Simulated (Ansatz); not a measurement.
# SbAs: squeezing one contact

How do energy and force answer when the Sb1–As2 bond of SbAs is squeezed or stretched? Methods of the runs shown: PAW. Its runs: shortest bond scaled by 1 (PAW); shortest bond scaled by 0.94 (PAW); shortest bond scaled by 0.82 (PAW); shortest bond scaled by 0.76 (PAW); shortest bond scaled by 0.64 (PAW and PAW (cutoff 1000 eV)).

Method: DFT, r2SCAN, PAW with Ansatz's default frozen-core files, scalar-relativistic, in Ansatz 0.2.0.

1 further run of the same task is left out (it didn't finish).

**1. The starting structure**

It takes space group R-3m (No. 166, trigonal). The conventional cell has a = 4.025 Å, b = 4.025 Å, c = 10.837 Å, α = 90.00°, β = 90.00°, γ = 120.00°. Sb (site symmetry -3m) has 6 As at 2.94 Å as nearest neighbours. Around As (site symmetry -3m) lie 6 Sb at 2.94 Å.

Structure file:

```xyz
2
Lattice="2.0128 1.1621 3.6123 -2.0128 1.1621 3.6123 0.0000 -2.3241 3.6123" Properties=species:S:1:pos:R:3 pbc="T T T"
Sb    0.0000    0.0000    5.4185
As    0.0000    0.0000    0.0000
```

Atoms are numbered in the order of the input: Sb1, As2.

**2. Shortest bond scaled by 1, PAW**

input.yaml reads:

```yaml
crystal:
  lattice:
    - [2.01275, 1.1620617543, 3.6123333333]
    - [-2.01275, 1.1620617543, 3.6123333333]
    - [0.0, -2.3241235086, 3.6123333333]
  atoms:
    - { symbol: Sb, position: [0.5, 0.5, 0.5] }
    - { symbol: As, position: [0.0, 0.0, 0.0] }
kpoints:
  mp_grid: { grid: [9, 9, 9] }
scf:
  occupations: { method: fermi_dirac, width: 0.05 }
hamiltonian:
  xc: r2scan
  pseudopotentials: { kind: paw }
output:
  forces: true
  stress: true
  eigenvalues: true
  efg: { contact_densities: true }
  populations: true
```

The run is started by

```console
ansatz run input.yaml --threads 1 --pin off --max-ram 2048MiB --backend cpu --events-out ev --progress --plain --runs-dir out
```

**3. Shortest bond scaled by 0.94, PAW**

Edit input.yaml of step 2 so:

```diff
@@ -6,4 +6,4 @@
   atoms:
-    - { symbol: Sb, position: [0.5, 0.5, 0.5] }
-    - { symbol: As, position: [0.0, 0.0, 0.0] }
+    - { symbol: Sb, position: [0.485, 0.485, 0.515] }
+    - { symbol: As, position: [0.015, 0.015, -0.015] }
 kpoints:
```

**4. Shortest bond scaled by 0.82, PAW**

Edit input.yaml of step 3 so:

```diff
@@ -6,4 +6,4 @@
   atoms:
-    - { symbol: Sb, position: [0.485, 0.485, 0.515] }
-    - { symbol: As, position: [0.015, 0.015, -0.015] }
+    - { symbol: Sb, position: [0.455, 0.455, 0.545] }
+    - { symbol: As, position: [0.045, 0.045, -0.045] }
 kpoints:
```

**5. Shortest bond scaled by 0.76, PAW**

Edit input.yaml of step 4 so:

```diff
@@ -6,4 +6,4 @@
   atoms:
-    - { symbol: Sb, position: [0.455, 0.455, 0.545] }
-    - { symbol: As, position: [0.045, 0.045, -0.045] }
+    - { symbol: Sb, position: [0.44, 0.44, 0.56] }
+    - { symbol: As, position: [0.06, 0.06, -0.06] }
 kpoints:
```

**6. Shortest bond scaled by 0.64, PAW**

Edit input.yaml of step 5 so:

```diff
@@ -6,4 +6,4 @@
   atoms:
-    - { symbol: Sb, position: [0.44, 0.44, 0.56] }
-    - { symbol: As, position: [0.06, 0.06, -0.06] }
+    - { symbol: Sb, position: [0.41, 0.41, 0.59] }
+    - { symbol: As, position: [0.09, 0.09, -0.09] }
 kpoints:
@@ -21 +21,5 @@
   populations: true
+  write_density: true
+  write_potential: true
+  elf: true
+  volumetric_format: npy
```

**7. Shortest bond scaled by 0.64, PAW (cutoff 1000 eV)**

Edit input.yaml of step 6 so:

```diff
@@ -19,7 +19,3 @@
   eigenvalues: true
-  efg: { contact_densities: true }
-  populations: true
-  write_density: true
-  write_potential: true
-  elf: true
-  volumetric_format: npy
+basis:
+  ecutwfc: 1000
```

(Steps that only read results are left out.)

Before running it: what results should come out?

**Answer**, as computed:

| quantity | value |
| --- | --- |
| force along the bond, positive apart, at 1.884 Å (PAW) | 23.18 eV/Å |
| force along the bond, positive apart, at 1.884 Å (PAW (cutoff 1000 eV)) | 23.17 eV/Å |
| length at zero force (straight line) | 2.71 Å |

At 1.88 Å the force along the bond is 23.18 eV/Å by PAW, and the energy stands 5.23 eV over the given length. A straight line between 2.41 and 2.77 Å puts zero force near 2.71 Å, a rough figure over so wide a step. With two atoms in the cell whole sublattices move, so the other contacts between the two sublattices change too; at scales over 1 some of them become the shortest. Spin-orbit coupling is left out, though the cell holds Sb; in elements this heavy it can shift bands and gaps by tenths of an eV.
